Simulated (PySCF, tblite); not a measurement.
**C6H14BN: geometry, infrared bands and NMR shifts**

Aim: predict the infrared bands and NMR shifts of C6H14BN (`C=C(CBN)CCC`).

The runs use tblite 0.8.0 and PySCF 2.14.0, with density-fitted response routines of our own; the level of theory stands in each step. All values are computed, except where a source is named. Atoms count from 0, in the outputs and in this text.

### Step 1. Starting geometry

22 atoms, charge 0, multiplicity 1; geometry from: force field or distance geometry start.

Bonds of the start (Å): C0–C1 1.35, C1–C2 1.49, C2–B3 1.59, B3–N4 1.54, C1–C5 1.51, C5–C6 1.54, C6–C7 1.53, C0–H8 1.08, C0–H9 1.10, C2–H10 1.11, C2–H11 1.12, B3–H12 1.17, N4–H13 1.04, N4–H14 1.04, C5–H15 1.11, C5–H16 1.11, C6–H17 1.11, C6–H18 1.12, C7–H19 1.11, C7–H20 1.10, C7–H21 1.11.

### Step 2. Optimising the geometry with GFN2-xTB

What the job is given:

```
{"job": {"kind": "relax", "xc": "GFN2-xTB", "basis": "xTB"}, "charge": 0, "multiplicity": 1}
C     -0.474400    -2.073400     0.022500
C     -0.410500    -0.885200    -0.622300
C     -1.656000    -0.197400    -1.067100
B     -2.188000     0.817800     0.041100
N     -2.606000     0.282500     1.421500
C      0.937900    -0.250500    -0.861600
C      1.553700     0.279600     0.442600
C      2.904700     0.954700     0.197800
H      0.418900    -2.587200     0.357300
H     -1.447900    -2.539100     0.222300
H     -1.469100     0.379900    -2.000500
H     -2.468300    -0.933500    -1.300700
H     -2.238600     1.971300    -0.165200
H     -3.583600     0.598100     1.571400
H     -2.010900     0.776100     2.123700
H      1.621900    -0.993400    -1.313500
H      0.836200     0.599500    -1.568900
H      0.861700     1.009100     0.910500
H      1.701800    -0.558400     1.167200
H      3.321600     1.319200     1.160500
H      3.610900     0.232800    -0.247400
H      2.773700     1.816800    -0.492000
```

Started as:

```bash
$ OMP_NUM_THREADS=1 python probes_run.py task.json out
```

One launch serves the whole session: the jobs run in the order shown.

**Question.** This job is followed by: GFN2-xTB harmonic vibrations, gas phase; GIAO PBE0/pcSseg-1 NMR shielding, non-relativistic, gas phase. What will the session give for the following? strongest single infrared mode (GFN2-xTB); zero-point energy (GFN2-xTB); 13C shifts against TMS (PBE0/pcSseg-1); 1H shifts against TMS (PBE0/pcSseg-1, means over atoms taken as alike); 11B shifts against BF3·OEt2 (PBE0/pcSseg-1); 15N shifts against NH3 (PBE0/pcSseg-1).

**Answer**, as computed:

```
                                                              quantity                                               value
                             strongest single infrared mode (GFN2-xTB)                               2609 cm⁻¹, 198 km/mol
                                          zero-point energy (GFN2-xTB)                                      120.7 kcal/mol
                                13C shifts against TMS (PBE0/pcSseg-1)            161.1, 112.2, 49.0, 33.9, 30.8, 17.6 ppm
1H shifts against TMS (PBE0/pcSseg-1, means over atoms taken as alike)  5.20, 5.08, 4.65, 4.54, 1.96, 1.93, 1.10, 1.00 ppm
                           11B shifts against BF3·OEt2 (PBE0/pcSseg-1)                                            37.4 ppm
                                15N shifts against NH3 (PBE0/pcSseg-1)                                           119.7 ppm
```

What this shows: Relaxing lowered the energy by 1.428 eV in 187 steps; the close pair that moved most is B3–N4, from 1.538 to 1.377 Å. No mode is imaginary among the 60: a minimum at this level. The strongest single mode, at 2609 cm⁻¹, moves mainly H12. Unscaled tight-binding wavenumbers are off by several per cent, some by more. Its intensities can rank the bands wrongly. At PBE0/pcSseg-1: Shielding is most anisotropic at C1 (span 256 ppm, paramagnetic term -237 ppm).
